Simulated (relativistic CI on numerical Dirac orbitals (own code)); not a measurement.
# Ions with 50 electrons, Yb²⁰⁺ to Os²⁶⁺: levels along an isoelectronic sequence

Aim: follow the lowest levels of 50-electron ions as the nuclear charge grows, with one list of configurations.

Method: Dirac-Coulomb-Breit CI, KLI orbitals optimised for each configuration, model QED (radiative potential, 1s self-energy scaled to tabulated hydrogen-like ionisation energies). Code: relativistic CI on numerical Dirac orbitals (own code) version 4.

### Step 1. The atom as given

* electrons: 50
* ions: Yb²⁰⁺, Lu²¹⁺, Hf²²⁺, Ta²³⁺, W²⁴⁺, Re²⁵⁺, Os²⁶⁺
* configurations: [Kr] 4d10 4f2 5s2; [Kr] 4d10 4f4; [Kr] 4d10 4f3 5s; [Kr] 4d10 4f 5s2 5p; [Kr] 4d10 4f2 5s 5p; [Kr] 4d10 5s2 5p2; [Kr] 4d10 5s 5p3; [Kr] 4d10 4f2 5p2; [Kr] 4d10 4f 5p3

### Step 2. Yb²⁰⁺ (Z = 70)

Settings of the run:

```ini
atom Yb  Z=70  charge=20  electrons=50
nucleus A=174  rms_radius_fm=5.3108
hamiltonian dirac-coulomb  breit=on  qed=on  c_scale=1
orbitals kli  potential=per-configuration
slater_scale 1
correlation none
mixing on
configurations
  [Kr] 4d10 4f2 5s2
  [Kr] 4d10 4f4
  [Kr] 4d10 4f3 5s
  [Kr] 4d10 4f 5s2 5p
  [Kr] 4d10 4f2 5s 5p
  [Kr] 4d10 5s2 5p2
  [Kr] 4d10 5s 5p3
  [Kr] 4d10 4f2 5p2
  [Kr] 4d10 4f 5p3
end
```

Command:

```
$ python run_levels.py task.json out
```

task.json lists these runs, among others, and the program works through them in turn.

### Step 3. Lu²¹⁺ (Z = 71)

Changes to the settings of step 2:

```diff
@@ -1,3 +1,3 @@
-atom Yb  Z=70  charge=20  electrons=50
-nucleus A=174  rms_radius_fm=5.3108
+atom Lu  Z=71  charge=21  electrons=50
+nucleus A=175  rms_radius_fm=5.3700
 hamiltonian dirac-coulomb  breit=on  qed=on  c_scale=1
```

### Step 4. Hf²²⁺ (Z = 72)

Changes to the settings of step 3:

```diff
@@ -1,3 +1,3 @@
-atom Lu  Z=71  charge=21  electrons=50
-nucleus A=175  rms_radius_fm=5.3700
+atom Hf  Z=72  charge=22  electrons=50
+nucleus A=180  rms_radius_fm=5.3470
 hamiltonian dirac-coulomb  breit=on  qed=on  c_scale=1
```

### Step 5. Ta²³⁺ (Z = 73)

Changes to the settings of step 4:

```diff
@@ -1,3 +1,3 @@
-atom Hf  Z=72  charge=22  electrons=50
-nucleus A=180  rms_radius_fm=5.3470
+atom Ta  Z=73  charge=23  electrons=50
+nucleus A=181  rms_radius_fm=5.3507
 hamiltonian dirac-coulomb  breit=on  qed=on  c_scale=1
```

### Step 6. W²⁴⁺ (Z = 74)

Changes to the settings of step 5:

```diff
@@ -1,3 +1,3 @@
-atom Ta  Z=73  charge=23  electrons=50
-nucleus A=181  rms_radius_fm=5.3507
+atom W  Z=74  charge=24  electrons=50
+nucleus A=184  rms_radius_fm=5.3658
 hamiltonian dirac-coulomb  breit=on  qed=on  c_scale=1
```

### Step 7. Re²⁵⁺ (Z = 75)

Changes to the settings of step 6:

```diff
@@ -1,3 +1,3 @@
-atom W  Z=74  charge=24  electrons=50
-nucleus A=184  rms_radius_fm=5.3658
+atom Re  Z=75  charge=25  electrons=50
+nucleus A=187  rms_radius_fm=5.3698
 hamiltonian dirac-coulomb  breit=on  qed=on  c_scale=1
```

### Step 8. Os²⁶⁺ (Z = 76)

Changes to the settings of step 7:

```diff
@@ -1,3 +1,3 @@
-atom Re  Z=75  charge=25  electrons=50
-nucleus A=187  rms_radius_fm=5.3698
+atom Os  Z=76  charge=26  electrons=50
+nucleus A=192  rms_radius_fm=5.4126
 hamiltonian dirac-coulomb  breit=on  qed=on  c_scale=1
```

(Steps that only read results are left out.)

Before running it: what results should come out? Wanted: lowest level, first ion; lowest level, last ion; changes of the lowest level; interval 5I4 to 5I5; mean jj purity of the low levels.

**Answer**, as computed:

```
                        quantity               value
         lowest level, first ion             4f4 5I4
          lowest level, last ion             4f4 5I4
     changes of the lowest level                none
             interval 5I4 to 5I5  7877 to 17290 cm⁻¹
mean jj purity of the low levels          56 to 63 %
```

In words: The lowest level stays 4f4 5I4 throughout. The fine-structure interval of 4f4 5I grows as about Z to the power 9.6 over this range, steeper than the fourth power of a bare nucleus, since the screened charge grows faster than Z and higher orders in (Zα)² add to it. The low levels move towards jj coupling (LS purity 79 to 65 %). Only the listed configurations are in the model, so lower levels can be missing.
